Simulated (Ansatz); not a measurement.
# HfH: the cost of one run

Program: Ansatz 0.2.0. Level of theory: DFT PBE, scalar-relativistic, plane waves, PAW. These are calculated values, not measurements.

**1. Starting point**

It takes space group P6/mmm (No. 191, hexagonal). The conventional cell has a = 3.330 Å, b = 3.330 Å, c = 3.277 Å, α = 90.00°, β = 90.00°, γ = 120.00°. Hf (site symmetry 6/mmm) has 2 H at 1.64 Å as nearest neighbours. H (site symmetry 6/mmm) has 2 Hf at 1.64 Å as nearest neighbours.

Structure file:

```cif
data_structure
_symmetry_space_group_name_H-M 'P6/mmm'
_symmetry_Int_Tables_number 191
_cell_length_a 3.3302
_cell_length_b 3.3302
_cell_length_c 3.2770
_cell_angle_alpha 90.000
_cell_angle_beta 90.000
_cell_angle_gamma 120.000
_cell_volume 31.47
loop_
_atom_site_label
_atom_site_type_symbol
_atom_site_symmetry_multiplicity
_atom_site_Wyckoff_symbol
_atom_site_fract_x
_atom_site_fract_y
_atom_site_fract_z
_atom_site_occupancy
Hf1 Hf 1 b 0.00000 0.00000 0.50000 1
H1 H 1 a 0.00000 0.00000 0.00000 1
```

A structure generator made this guess: random cell by space group and Wyckoff sites (P6/mmm, No. 191). Its size is a rough estimate.

**2. A first look at the guess**

input.yaml

```yaml
crystal:
  lattice:
    - [3.3301757, 0.0, 0.0]
    - [-1.66508785, 2.88401676, 0.0]
    - [0.0, 0.0, 3.27699929]
  atoms:
    - { symbol: Hf, position: [0.0, 0.0, 0.5] }
    - { symbol: H, position: [0.0, 0.0, 0.0] }
basis:
  ecutwfc: 420
kpoints:
  mp_grid: { grid: [6, 6, 6] }
hamiltonian:
  xc: pbe
scf:
  occupations: { method: gaussian, width: 0.1 }
  lower_state_search: "off"
output:
  forces: true
  stress: true
  eigenvalues: true
```

Started as:

```sh
ansatz run input.yaml --threads 1 --pin off --max-ram 2560MiB --backend cpu --events-out ev --progress --plain --runs-dir out
```

What time and memory should one allow on 1 thread of Arm Neoverse V1, shared host?

About 1.1 s, with a peak of 0.28 GiB.
